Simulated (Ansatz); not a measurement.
# revPBE/6-31G(d) (spherical functions) run of AlSiNH6O (SMILES O[SiH2][NH][AlH2])

What is the energy change on altering one bond length of AlSiNH6O at revPBE/6-31G* (spherical functions)? 

Program for the calculation: Ansatz 0.2.0.

130 further runs of the same task are left out: 130 set aside as unsound or not needed. Runs told in other sessions of the task aren't counted.

### Step 1. Starting point

AlSiNH6O has 10 atoms, charge 0, and is taken as a singlet. SMILES: `O[SiH2][NH][AlH2]`. The coordinates come from a PBE0-D4/def2-TZVP relaxation. This is one conformer, not always the lowest.

Bond lengths: O1–Si2 1.650 Å, Si2–N3 1.711 Å, N3–Al4 1.785 Å, O1–H5 0.958 Å, Si2–H6 1.486 Å, Si2–H7 1.491 Å, N3–H8 1.013 Å, Al4–H9 1.580 Å, Al4–H10 1.583 Å. Some angles: O1–Si2–N3 109.6°, Si2–N3–Al4 128.8°, O1–Si2–H6 111.3°, O1–Si2–H7 107.7°, N3–Si2–H6 106.5°, N3–Si2–H7 112.1°, Si2–O1–H5 117.1°, Si2–N3–H8 114.7°, Al4–N3–H8 116.5°, N3–Al4–H9 118.3°.

### Step 2. The energy at revPBE/6-31G(d) (spherical functions)

File input.yaml:

```yaml
crystal:
  periodic: [false, false, false]
  atoms:
    - symbol: O
      position_ang: [-1.817400, -0.693800, -1.056500]
    - symbol: Si
      position_ang: [-0.576600, 0.373900, -0.851600]
    - symbol: N
      position_ang: [0.693300, -0.382300, 0.009600]
    - symbol: Al
      position_ang: [1.233300, -0.094800, 1.686300]
    - symbol: H
      position_ang: [-2.399800, -0.547900, -1.803100]
    - symbol: H
      position_ang: [-1.000200, 1.543800, -0.039500]
    - symbol: H
      position_ang: [-0.142800, 0.831300, -2.203200]
    - symbol: H
      position_ang: [1.159400, -1.127800, -0.493000]
    - symbol: H
      position_ang: [0.508400, 1.030600, 2.525200]
    - symbol: H
      position_ang: [2.425400, -0.984200, 2.228700]
basis:
  gaussian: {orbitals: 6-31G_st_-spherical.json}
hamiltonian: {xc: {name: revPBE}}
accuracy: high
output: {orbitals: {seedname: orbitals}}
```

The basis set 6-31G* is read from a file made from the Basis Set Exchange's data (not shown).

Command:

```sh
$ ansatz run input.yaml --threads 1 --pin off --max-ram 3480MiB --events-out events.jsonl --progress --plain --runs-dir runs
```

The program printed:

```text
Warning: RAYON_NUM_THREADS=1 ignored (pool sized by the plan → 1); use --threads N
Functional definition: revPBE
  name "revPBE"
  parameter kappa = 1.245
  parameter beta = 0.06672455060314922
  exchange = pbe_x(kappa = kappa, mu = beta*pi^2/3)
  correlation = pbe_c(beta = beta)
1750 factors; integrals over basis functions are off by at most 4.4e-9 eV
mean field evaluation 1: about -18092.5144 eV, gradient 8.2e1 eV
mean field evaluation 2: about -18026.8247 eV, gradient 1.7e2 eV
mean field evaluation 4: about -18105.4819 eV, gradient 1.0e1 eV
mean field evaluation 8: about -18105.7306 eV, gradient 7.2e-1 eV
mean field evaluation 16: about -18105.7319 eV, gradient 6.0e-5 eV
mean field -18105.73192362 eV, -665.3733756872 hartree, gradient 2.5e-8 eV, S^2 0.000000; 0 other end points of the search recorded, 0 dependent functions left out
reference -18105.73192954 eV, -665.3733759047 hartree; 24, 24 occupied and 52, 52 virtual orbitals, 1750 factors
Total energy: -18105.73192954 eV, -665.3733759047 hartree
```

Run time: 5.7 s. Hardware: 1 thread of Arm Neoverse V2, shared host; peak memory 0.2 GiB.

### Step 3. The distorted shape, same level

File in.yaml:

```yaml
crystal:
  periodic: [false, false, false]
  atoms:
    - symbol: O
      position_ang: [-1.957252, -0.470114, -0.905696]
    - symbol: Si
      position_ang: [-0.716452, 0.597586, -0.700796]
    - symbol: "N"
      position_ang: [0.553448, -0.158614, 0.160404]
    - symbol: Al
      position_ang: [1.093448, 0.128886, 1.837104]
    - symbol: H
      position_ang: [-2.539652, -0.324214, -1.652296]
    - symbol: H
      position_ang: [-1.140052, 1.767486, 0.111304]
    - symbol: H
      position_ang: [-0.282652, 1.054986, -2.052396]
    - symbol: H
      position_ang: [1.159400, -1.127800, -0.493000]
    - symbol: H
      position_ang: [0.368548, 1.254286, 2.676004]
    - symbol: H
      position_ang: [2.285548, -0.760514, 2.379504]
basis:
  gaussian:
    orbitals: 6-31G_st_-spherical.json
total_charge: 0
hamiltonian:
  xc: {name: revPBE}
accuracy: high
output: {orbitals: {seedname: orbitals}}
```

The basis set 6-31G* is read from a file made from the Basis Set Exchange's data (not shown).

Command:

```sh
$ ansatz run in.yaml --threads 1 --pin off --max-ram 3480MiB --events-out events.jsonl --progress --plain --runs-dir runs
```

The program printed, shortened:

```text
Warning: RAYON_NUM_THREADS=1 ignored (pool sized by the plan → 1); use --threads N
[... 6 set-up lines as earlier in the session ...]
1753 factors; integrals over basis functions are off by at most 5.2e-9 eV
mean field evaluation 1: about -18091.1191 eV, gradient 8.2e1 eV
mean field evaluation 2: about -18018.1429 eV, gradient 1.7e2 eV
mean field evaluation 4: about -18104.2214 eV, gradient 1.5e1 eV
mean field evaluation 8: about -18104.7498 eV, gradient 7.8e-1 eV
mean field evaluation 16: about -18104.7518 eV, gradient 5.9e-5 eV
mean field -18104.75175306 eV, -665.3373550833 hartree, gradient 6.3e-9 eV, S^2 0.000000; 0 other end points of the search recorded, 0 dependent functions left out
reference -18104.75175895 eV, -665.3373552998 hartree; 24, 24 occupied and 52, 52 virtual orbitals, 1753 factors
Total energy: -18104.75175895 eV, -665.3373552998 hartree
```

It took 5.7 s on 1 thread of Arm Neoverse V2, shared host; peak memory 0.2 GiB.

### Step 4. Results

Level: revPBE/6-31G* (spherical functions).

| quantity | value |
| --- | --- |
| first shape: total energy | -665.37338 Eh |
| first shape: HOMO energy | -6.40 eV |
| first shape: LUMO energy | -1.45 eV |
| first shape: HOMO–LUMO gap | 4.95 eV |
| distorted shape: total energy | -665.33736 Eh |
| distorted shape: HOMO energy | -6.33 eV |
| distorted shape: LUMO energy | -1.42 eV |
| distorted shape: HOMO–LUMO gap | 4.91 eV |
| energy change with the N3–H8 bond stretched from 1.013 to 1.317 Å | 0.980 eV |

In words: With the N3–H8 bond stretched from 1.013 to 1.317 Å the energy rises by 0.98 eV (94.6 kJ/mol). The first shape isn't relaxed at this level, so the change isn't measured from a minimum.
